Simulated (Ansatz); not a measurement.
# C2H6Si (SMILES C[Si]C): BHLYP/6-311+G(d,p)

What is the electronic atomisation energy of C2H6Si at BHLYP/6-311+G**? 

Program for the calculation: Ansatz 0.2.0.

34 further runs of the same task are left out: 34 set aside as unsound or not needed.

## 1. The molecule

C2H6Si: 9 atoms, total charge 0, spin state singlet. As SMILES, `C[Si]C`. The shape is that of a PBE0-D4/def2-TZVP optimisation.

Bond lengths: C1–Si2 1.896 Å, Si2–C3 1.896 Å, C1–H4 1.102 Å, C1–H5 1.091 Å, C1–H6 1.095 Å, C3–H7 1.095 Å, C3–H8 1.091 Å, C3–H9 1.102 Å. Some angles: C1–Si2–C3 97.8°, Si2–C1–H4 105.3°, Si2–C1–H5 113.7°, Si2–C1–H6 114.0°, Si2–C3–H7 113.9°, Si2–C3–H8 113.7°, Si2–C3–H9 105.3°, H4–C1–H5 107.1°, H4–C1–H6 106.4°, H5–C1–H6 109.8°.

## 2. The energy at BHLYP/6-311+G(d,p)

molecule.yaml reads:

```yaml
crystal:
  periodic: [false, false, false]
  atoms:
    - {symbol: C, position_ang: [-0.527400, 1.047300, -0.805300]}
    - {symbol: Si, position_ang: [0.896800, -0.199700, -0.912800]}
    - {symbol: C, position_ang: [0.601900, -1.069400, 0.746000]}
    - {symbol: H, position_ang: [-1.430700, 0.480400, -1.082200]}
    - {symbol: H, position_ang: [-0.439700, 1.875000, -1.511000]}
    - {symbol: H, position_ang: [-0.703500, 1.436700, 0.202600]}
    - {symbol: H, position_ang: [-0.455600, -1.193000, 1.001000]}
    - {symbol: H, position_ang: [1.117900, -2.026600, 0.837300]}
    - {symbol: H, position_ang: [1.028800, -0.397000, 1.507100]}
basis:
  gaussian:
    orbitals: 6-311+G_st__st_-spherical.json
hamiltonian:
  xc: {name: BHLYP}
accuracy: high
output:
  orbitals: {seedname: orbitals}
```

The basis set 6-311+G** is read from a file made from the Basis Set Exchange's data (not shown).

Started as:

```console
$ ansatz run molecule.yaml --threads 1 --pin off --max-ram 3480MiB --events-out events.jsonl --progress --plain --runs-dir runs
```

Standard output:

```text
Warning: RAYON_NUM_THREADS=1 ignored (pool sized by the plan → 1); use --threads N
Functional definition: BHLYP
  name "BHLYP"
  parameter a = 0.5
  exchange = (1 - a)*b88_x + a*exact_x
  correlation = lyp_c
2140 factors; integrals over basis functions are off by at most 4.3e-9 eV
mean field evaluation 1: about -10039.2836 eV, gradient 6.0e1 eV
mean field evaluation 2: about -10040.4703 eV, gradient 5.2e1 eV
mean field evaluation 4: about -10047.5237 eV, gradient 6.1e-1 eV
mean field evaluation 8: about -10047.5228 eV, gradient 1.2e-2 eV
mean field evaluation 16: about -10047.5228 eV, gradient 5.6e-6 eV
mean field -10047.52283285 eV, -369.2396536515 hartree, gradient 2.0e-8 eV, S^2 0.000000; 0 other end points of the search recorded, 0 dependent functions left out
reference -10047.52286206 eV, -369.2396547251 hartree; 16, 16 occupied and 94, 94 virtual orbitals, 2140 factors
Total energy: -10047.52286206 eV, -369.2396547251 hartree
```

Wall time 6.6 s (1 thread of Arm Neoverse V2, shared host); peak memory 0.34 GiB.

## 3. The C atom, same level

in.yaml reads:

```yaml
basis:
  gaussian: {orbitals: 6-311+G_st__st_.json}
crystal:
  periodic: [false, false, false]
  atoms:
    - {symbol: C, position_ang: [0.000000, 0.000000, 0.000000]}
accuracy: high
hamiltonian: {xc: {name: BHLYP}}
magnetization: {spin_polarized: true, initial_magnetization: 2}
total_charge: 0
```

The basis set 6-311+G** is read from a file made from the Basis Set Exchange's data (not shown).

Started as:

```console
$ ansatz run in.yaml --threads 1 --pin off --max-ram 3480MiB --events-out events.jsonl --progress --plain --runs-dir runs
```

Standard output:

```text
Warning: RAYON_NUM_THREADS=1 ignored (pool sized by the plan → 1); use --threads N
[... 5 set-up lines as earlier in the session ...]
169 factors; integrals over basis functions are off by at most 2.6e-9 eV
mean field evaluation 1: about -1029.7162 eV, gradient 4.2e0 eV
mean field evaluation 2: about -1029.8190 eV, gradient 8.3e-1 eV
mean field evaluation 4: about -1029.8251 eV, gradient 2.2e-1 eV
mean field evaluation 8: about -1029.8254 eV, gradient 1.5e-4 eV
mean field -1029.82535387 eV, -37.8453837140 hartree, gradient 6.1e-8 eV, S^2 2.004090; 0 other end points of the search recorded, 0 dependent functions left out
reference -1029.82537162 eV, -37.8453843664 hartree; 4, 2 occupied and 18, 20 virtual orbitals, 169 factors
Total energy: -1029.82537162 eV, -37.8453843664 hartree
```

Wall time 0.32 s (1 thread of Arm Neoverse V2, shared host).

## 4. The H atom, same level

run.yaml reads:

```yaml
basis:
  gaussian: {orbitals: 6-311+G_st__st_.json}
crystal:
  periodic: [false, false, false]
  atoms:
    - symbol: H
      position_ang: [0.000000, 0.000000, 0.000000]
magnetization: {spin_polarized: true, initial_magnetization: 1}
hamiltonian: {xc: {name: BHLYP}}
accuracy: high
```

The basis set 6-311+G** is read from a file made from the Basis Set Exchange's data (not shown).

Run the same way, it converges to -0.49855 Eh (log not shown).

## 5. The Si atom, same level

input.yaml reads:

```yaml
crystal:
  periodic: [false, false, false]
  atoms:
    - symbol: Si
      position_ang: [0.000000, 0.000000, 0.000000]
basis:
  gaussian: {orbitals: 6-311+G_st__st_-spherical.json}
magnetization: {spin_polarized: true, initial_magnetization: 2}
hamiltonian: {xc: {name: BHLYP}}
accuracy: high
```

The basis set 6-311+G** is read from a file made from the Basis Set Exchange's data (not shown).

Started as:

```console
$ ansatz run input.yaml --threads 1 --pin off --max-ram 3480MiB --events-out events.jsonl --progress --plain --runs-dir runs
```

Standard output:

```text
Warning: RAYON_NUM_THREADS=1 ignored (pool sized by the plan → 1); use --threads N
[... 5 set-up lines as earlier in the session ...]
230 factors; integrals over basis functions are off by at most 3.5e-9 eV
mean field evaluation 1: about -7874.3087 eV, gradient 3.0e0 eV
mean field evaluation 2: about -7874.3741 eV, gradient 1.0e0 eV
mean field evaluation 4: about -7874.3797 eV, gradient 3.1e-1 eV
mean field evaluation 8: about -7874.3802 eV, gradient 4.0e-4 eV
mean field evaluation 16: about -7874.3802 eV, gradient 1.5e-8 eV
mean field -7874.38020174 eV, -289.3781349672 hartree, gradient 1.5e-8 eV, S^2 2.002777; 0 other end points of the search recorded, 0 dependent functions left out
reference -7874.38021734 eV, -289.3781355406 hartree; 8, 6 occupied and 22, 24 virtual orbitals, 230 factors
Total energy: -7874.38021734 eV, -289.3781355406 hartree
```

Wall time 0.7 s (1 thread of Arm Neoverse V2, shared host).

## 6. What came out

At BHLYP/6-311+G**:

| quantity | value |
| --- | --- |
| molecule: total energy | -369.23965 Eh |
| molecule: HOMO energy | -6.91 eV |
| molecule: LUMO energy | -1.21 eV |
| molecule: HOMO–LUMO gap | 5.71 eV |
| C atom: total energy | -37.84538 Eh |
| C atom: ⟨S²⟩ | 2.004 |
| H atom: total energy | -0.49855 Eh |
| H atom: ⟨S²⟩ | 0.750 |
| Si atom: total energy | -289.37814 Eh |
| Si atom: ⟨S²⟩ | 2.003 |
| electronic atomisation energy | 32.095 eV |

What this shows: Taking the molecule apart into free atoms costs 32.10 eV (3097 kJ/mol), before zero-point energy and without spin-orbit coupling.
